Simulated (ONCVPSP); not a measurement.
# An ONCV potential for gadolinium, from input to tests

Do these settings give a usable potential? It is generated, then checked for transferability, scattering, ghosts and hardness.

Method: ONCVPSP 4.0.1, LDA (Perdew-Wang 92), scalar-relativistic.

## 1. Settings

The settings as typed:

* element: gadolinium (Gd, Z = 64)
* type: optimised norm-conserving Vanderbilt (ONCV)
* frozen core: [Kr] 4d10
* valence charge: 18
* reference configuration: 4f7 5s2 5p6 5d1 6s1.75 6p0.25
* partial waves: 5s+6s: rc 1.90 bohr, ncon 5, nbas 9, qcut 5.7 1/bohr, 2 projectors; 5p+6p: rc 3.10 bohr, ncon 4, nbas 9, qcut 4.4 1/bohr, 2 projectors; 5d: rc 2.25 bohr, ncon 4, nbas 8, qcut 4.4 1/bohr, 2 projectors, debl 1.5 Ha; 4f: rc 0.75 bohr, ncon 5, nbas 9, qcut 16.9 1/bohr, 2 projectors, debl 0.6 Ha
* local potential: polynomial inside 0.70 bohr (lpopt 5, dvloc0 0 Ha)
* core correction: Teter function fitted to the true core (icmod 2), fcfact 0.3

## 2. The generation run

Gd.dat reads:

```
# ATOM AND REFERENCE CONFIGURATION
# atsym  z   nc   nv     iexc    psfile
  Gd 64.00    9    6  -001012      upf
#
#   n    l    f
    1    0    2.00
    2    0    2.00
    2    1    6.00
    3    0    2.00
    3    1    6.00
    3    2   10.00
    4    0    2.00
    4    1    6.00
    4    2   10.00
    4    3    7.00
    5    0    2.00
    5    1    6.00
    5    2    1.00
    6    0    1.75
    6    1    0.25
#
# PSEUDOPOTENTIAL AND OPTIMIZATION
# lmax
    3
#
#   l,   rc,      ep,       ncon, nbas, qcut
    0    1.90    0.00    5    9    5.70
    1    3.10    0.00    4    9    4.40
    2    2.25    0.00    4    8    4.40
    3    0.75    0.00    5    9   16.90
#
# LOCAL POTENTIAL
# lloc, lpopt,  rc(5),   dvloc0
    4    5    0.70    0.00
#
# VANDERBILT-KLEINMAN-BYLANDER PROJECTORs
# l, nproj, debl
    0    2    3.60
    1    2    1.10
    2    2    1.50
    3    2    0.60
#
# MODEL CORE CHARGE
# icmod, fcfact, rcfact
    2    0.30    0.80
#
# LOG DERIVATIVE ANALYSIS
# epsh1, epsh2, depsh
   -3.00    5.00    0.02
#
# OUTPUT GRID
# rlmax, drl
    6.00    0.01
#
# TEST CONFIGURATIONS
# ncnf
    4
# nvcnf
#   n    l    f
    6
    4    3    7.00
    5    0    2.00
    5    1    6.00
    5    2    1.00
    6    0    2.00
    6    1    0.00
#
    6
    4    3    7.00
    5    0    2.00
    5    1    6.00
    5    2    1.00
    6    0    1.00
    6    1    0.00
#
    6
    4    3    7.00
    5    0    2.00
    5    1    6.00
    5    2    1.00
    6    0    0.00
    6    1    0.00
#
    6
    4    3    7.00
    5    0    2.00
    5    1    6.00
    5    2    0.00
    6    0    2.00
    6    1    0.00
#
```

Run with:

```
$ oncvpsp.x < Gd.dat > Gd.out
```

**Question.** What will these runs give? Wanted: cutoffs for 1 and 0.1 mHa per electron, occupied waves; bound ghosts; GHOST(+) flags; largest test error; largest phase difference near zero energy, channels read; rms error of d²Exc/dn², without and with the model core.

The runs gave:

| quantity | value |
| --- | --- |
| cutoffs for 1 and 0.1 mHa per electron, occupied waves | 551 Ha and 620 Ha |
| bound ghosts | s at -679.37 eV, p at -139.74 eV |
| GHOST(+) flags | s at 177 eV, d at 68 eV, f at 5493 eV |
| largest test error (AE − PS) | -5.3 meV, for 4f7 5s2 5p6 5d1 6s0 6p0 |
| largest phase difference near zero energy, channels read | 0.000 rad |
| rms error of d²Exc/dn², without and with the model core | 5.69 and 1.85 mHa |

A bound ghost (s, p) makes it unfit for use: electrons can fall into a state that the atom doesn't have. The worst unpolarised test, 4f7 5s2 5p6 5d1 6s0 6p0, is off by 5.3 meV on 18.5 eV; by total energies transferability rates as good. Atomic tests can pass in spite of a ghost, since they solve only for the levels asked. It counts as very hard, with 551 Ha needed at the looser tolerance. At the looser tolerance the 4f wave is the slowest; 5s needs 14 Ha. Near zero energy the phases of the channels with partial waves agree within 0.001 rad. The program also flags highly localised states, GHOST(+) (s, d, f). These are tests on the free atom; a crystal test is still owed.
